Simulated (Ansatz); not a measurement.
# CH₃BOTe: basis-set convergence

One table from this session's results is given with a row withheld; the runs are named, their logs left out.

Method: one geometry, several basis sets; program: Ansatz 0.2.0, Gaussian basis.

Plan: PBE0-D4/def2-SVP; ωB97M-V/def2-SVP; PBE0-D4/def2-QZVPP; ωB97M-V/def2-QZVPP; the functionals' def2-TZVPP values are taken from earlier runs.

## The relaxed structure

All runs share one geometry, relaxed beforehand with PBE0-D4 in a triple-zeta def2 set. Te takes the def2 core potential; no spin-orbit term is included.

SMILES `B1OC[Te]1`, 7 atoms, charge 0, spin multiplicity 1.

Atoms are counted from 1 here; the program's logs count them from 0.

Bond lengths: B1–O2 1.358 Å, B1–Te4 2.163 Å, B1–H5 1.189 Å, O2–C3 1.420 Å, C3–Te4 2.186 Å, C3–H6 1.088 Å, C3–H7 1.088 Å. Angles: O2–B1–Te4 99.4°, O2–B1–H5 124.6°, Te4–B1–H5 136.0°, B1–O2–C3 103.9°, O2–C3–Te4 96.4°, O2–C3–H6 111.0°, O2–C3–H7 111.0°, Te4–C3–H6 112.7°, Te4–C3–H7 112.8°, H6–C3–H7 112.1°, B1–Te4–C3 60.4°.

As a file:

```xyz
7

B    -0.8686    0.6339   -0.6192
O     0.2186    0.8875    0.1540
C     0.7097   -0.4033    0.4842
Te   -0.8130   -1.5287   -0.6076
H    -1.5648    1.4690   -1.1005
H     0.6684   -0.5730    1.5583
H     1.7109   -0.5533    0.0851
```

The first run:

in.yaml reads:

```yaml
crystal:
  periodic: [false, false, false]
  atoms:
    - {symbol: B, position_ang: [-0.868629, 0.633898, -0.619191]}
    - {symbol: O, position_ang: [0.218620, 0.887481, 0.154028]}
    - {symbol: C, position_ang: [0.709684, -0.403251, 0.484199]}
    - {symbol: Te, position_ang: [-0.813037, -1.528686, -0.607602]}
    - {symbol: H, position_ang: [-1.564759, 1.469027, -1.100533]}
    - {symbol: H, position_ang: [0.668397, -0.572973, 1.558350]}
    - {symbol: H, position_ang: [1.710924, -0.553295, 0.085050]}
basis:
  gaussian: {orbitals: def2-SVP}
hamiltonian: {xc: pbe0, dispersion: d4}
output: {orbitals: {seedname: orbitals}}
```

On the command line:

```console
ansatz run in.yaml --threads 2 --pin off --events-out ev --progress --plain --max-ram 4352MiB
```

Steps of the session up to this table: PBE0-D4 in def2-SVP; ωB97M-V in def2-SVP; PBE0-D4 in def2-QZVPP; ωB97M-V in def2-QZVPP.

One table of the session follows, with a row left open; its other results are not shown here.

It belongs to the step «Density functionals: the series». 

| functional | basis | HOMO (eV) |
| --- | --- | --- |
| PBE0-D4 | def2-SVP | -6.49 |
| PBE0-D4 | def2-TZVPP | -6.56 |
| PBE0-D4 | def2-QZVPP | -6.58 |
| ωB97M-V | def2-SVP | ? |
| ωB97M-V | def2-TZVPP | -8.61 |
| ωB97M-V | def2-QZVPP | -8.63 |

Q: Estimate the row for ωB97M-V, def2-SVP from the others.

**Answer.** HOMO (eV): -8.52. In the column «HOMO (eV)» it lies between ωB97M-V, def2-TZVPP (-8.61) and PBE0-D4, def2-QZVPP (-6.58).
